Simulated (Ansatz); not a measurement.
# Lu3Sc2O: the cost of one run

Method: DFT PBE, scalar-relativistic, plane waves, PAW, in Ansatz 0.2.0.

1 further run of the same task is left out (it didn't finish).

## (1) The system as given

The structure is tetragonal, space group P4/mmm (No. 123). The conventional cell has a = 3.421 Å, b = 3.421 Å, c = 11.437 Å, α = 90.00°, β = 90.00°, γ = 90.00°. Lu (site symmetry 4/mmm) has 8 Sc at 2.98 Å and 6 Lu at 3.26 to 3.42 Å as nearest neighbours. Around Lu (site symmetry 4mm) lie 4 Sc at 2.86 Å and 5 Lu at 3.26 to 3.42 Å and 4 O at 3.45 Å. Around Sc (site symmetry 4mm) lie 8 Lu at 2.86 to 2.98 Å. O (site symmetry 4/mmm) has 4 O at 3.42 Å and 8 Lu at 3.45 Å as nearest neighbours.

Coordinates:

```xyz
6
Lattice="3.4214 0.0000 0.0000 0.0000 3.4214 0.0000 0.0000 0.0000 11.4372" Properties=species:S:1:pos:R:3 pbc="T T T"
Lu    0.0000    0.0000    0.0000
Lu    0.0000    0.0000    8.1725
Lu    0.0000    0.0000    3.2647
Sc    1.7107    1.7107    9.6914
Sc    1.7107    1.7107    1.7458
O     1.7107    1.7107    5.7186
```

A structure generator made this guess: species swapped into a database cell of MgSc3Ru2 (P4/mmm, No. 123), with O on the Mg sites, Lu on the Sc sites and Sc on the Ru sites. Lengths come from tabulated atomic sizes and are only a guess.

## (2) A first look at the guess

input.yaml

```yaml
crystal:
  lattice:
    - [3.42144097, 0.0, 0.0]
    - [0.0, 3.42144097, 0.0]
    - [0.0, 0.0, 11.43721861]
  atoms:
    - { symbol: Lu, position: [0.0, 0.0, 0.0] }
    - { symbol: Lu, position: [0.0, 0.0, 0.71455228] }
    - { symbol: Lu, position: [0.0, 0.0, 0.28544772] }
    - { symbol: Sc, position: [0.5, 0.5, 0.84736025] }
    - { symbol: Sc, position: [0.5, 0.5, 0.15263975] }
    - { symbol: O, position: [0.5, 0.5, 0.5] }
basis:
  ecutwfc: 420
kpoints:
  mp_grid: { grid: [6, 6, 2] }
hamiltonian:
  xc: pbe
scf:
  occupations: { method: gaussian, width: 0.1 }
  lower_state_search: "off"
output:
  forces: true
  stress: true
  eigenvalues: true
```

Run with:

```sh
$ ansatz run input.yaml --threads 1 --pin off --max-ram 2560MiB --backend cpu --events-out ev --progress --plain --runs-dir out
```

What time and memory should one allow on 1 thread of Intel Xeon Platinum 8488C (Sapphire Rapids), shared host?

About 11 s, with a peak of 0.53 GiB.
